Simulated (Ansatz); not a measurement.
# CH₇FO₂Si₂: one species, many methods

An exercise on one series of results from a longer session: the logs are not shown, and one member is left open.

Method: functionals in def2-TZVPP, the program's frozen cores in correlated methods; program: Ansatz 0.2.0, Gaussian basis.

The runs, in order: PBE-D4, r2SCAN-D4, PBE0-D4, B3LYP-D4, ωB97X-V, ωB97M-V, B2PLYP; CCSD(T)/def2-TZVPP; MP2/def2-QZVPP; extrapolation to the limit.

### The relaxed structure

All runs share one geometry, relaxed beforehand with PBE0-D4 in a triple-zeta def2 set.

SMILES `CO[SiH2][SiH](O)F`, 13 atoms, charge 0, spin multiplicity 1.

Atoms are counted from 1 here; the program's logs count them from 0.

Bond lengths: C1–O2 1.409 Å, C1–H7 1.091 Å, C1–H8 1.096 Å, C1–H9 1.096 Å, O2–Si3 1.646 Å, Si3–Si4 2.342 Å, Si3–H10 1.493 Å, Si3–H11 1.493 Å, Si4–O5 1.638 Å, Si4–F6 1.603 Å, Si4–H12 1.488 Å, O5–H13 0.959 Å. Angles: O2–C1–H7 108.3°, O2–C1–H8 111.4°, O2–C1–H9 111.4°, H7–C1–H8 108.6°, H7–C1–H9 108.6°, H8–C1–H9 108.6°, C1–O2–Si3 122.6°, O2–Si3–Si4 105.9°, O2–Si3–H10 111.0°, O2–Si3–H11 110.7°, Si4–Si3–H10 111.5°, Si4–Si3–H11 110.7°, H10–Si3–H11 107.2°, Si3–Si4–O5 105.7°, Si3–Si4–F6 110.0°, Si3–Si4–H12 115.3°, O5–Si4–F6 110.1°, O5–Si4–H12 110.7° and more.

Coordinates:

```xyz
13

C    -1.05349    0.95407    2.21794
O    -0.90183    0.34644    0.95543
Si    0.56296    0.17395    0.22364
Si    0.13402   -0.86339   -1.83180
O     1.60000   -1.10465   -2.52041
F    -0.75665    0.09793   -2.75433
H    -2.11374    0.94878    2.47562
H    -0.70263    1.99249    2.20593
H    -0.50321    0.40799    2.99310
H     1.22836    1.49739    0.04046
H     1.47347   -0.66573    1.05802
H    -0.62775   -2.13880   -1.75476
H     1.66051   -1.64647   -3.30885
```

The first run:

in.yaml reads:

```yaml
crystal:
  periodic: [false, false, false]
  atoms:
    - {symbol: C, position_ang: [-1.053489, 0.954068, 2.217944]}
    - {symbol: O, position_ang: [-0.901833, 0.346439, 0.955430]}
    - {symbol: Si, position_ang: [0.562956, 0.173948, 0.223638]}
    - {symbol: Si, position_ang: [0.134022, -0.863389, -1.831795]}
    - {symbol: O, position_ang: [1.599995, -1.104652, -2.520415]}
    - {symbol: F, position_ang: [-0.756652, 0.097934, -2.754331]}
    - {symbol: H, position_ang: [-2.113737, 0.948785, 2.475623]}
    - {symbol: H, position_ang: [-0.702626, 1.992485, 2.205925]}
    - {symbol: H, position_ang: [-0.503206, 0.407987, 2.993096]}
    - {symbol: H, position_ang: [1.228361, 1.497394, 0.040463]}
    - {symbol: H, position_ang: [1.473469, -0.665725, 1.058017]}
    - {symbol: H, position_ang: [-0.627754, -2.138795, -1.754757]}
    - {symbol: H, position_ang: [1.660515, -1.646468, -3.308849]}
basis:
  gaussian: {orbitals: def2-TZVPP}
hamiltonian: {xc: pbe, dispersion: d4}
output: {forces: true, orbitals: {seedname: orbitals}}
```

The run is started by

```bash
ansatz run in.yaml --threads 2 --pin off --events-out ev --progress --plain --max-ram 22528MiB --backend cuda --devices 0, --max-vram 18GiB
```

Steps of the session up to this table: PBE-D4 (GGA); r2SCAN-D4 (meta-GGA); PBE0-D4 (hybrid); B3LYP-D4 (hybrid); ωB97X-V (range-separated); ωB97M-V (range-separated); B2PLYP (double hybrid); CCSD(T) in def2-TZVPP; MP2 in def2-QZVPP.

One table of the session follows, with a row left open; its other results are not shown here.

```
            method  atomisation energy (kJ/mol)
            PBE-D4                            ?
         r2SCAN-D4                       4814.6
           PBE0-D4                       4763.9
          B3LYP-D4                       4797.8
           ωB97X-V                       4834.7
           ωB97M-V                       4820.1
            B2PLYP                       4757.6
     HF/def2-TZVPP                       3525.8
    MP2/def2-TZVPP                       4782.3
   CCSD/def2-TZVPP                       4631.8
CCSD(T)/def2-TZVPP                       4694.4
           MP2/CBS                       4923.0
       CCSD(T)/CBS                       4835.0
```

Estimate the missing values for PBE-D4.

The run gave: atomisation energy (kJ/mol): 4848.7. In the column «atomisation energy (kJ/mol)» it lies between CCSD(T)/CBS (4835.0) and MP2/CBS (4923.0).

Caveats from the session: Free atoms (1 C, 2 O, 2 Si, 1 F, 7 H) were run apart at each level; the atomisation energy is their sum less the molecule, without zero-point or spin-orbit terms.
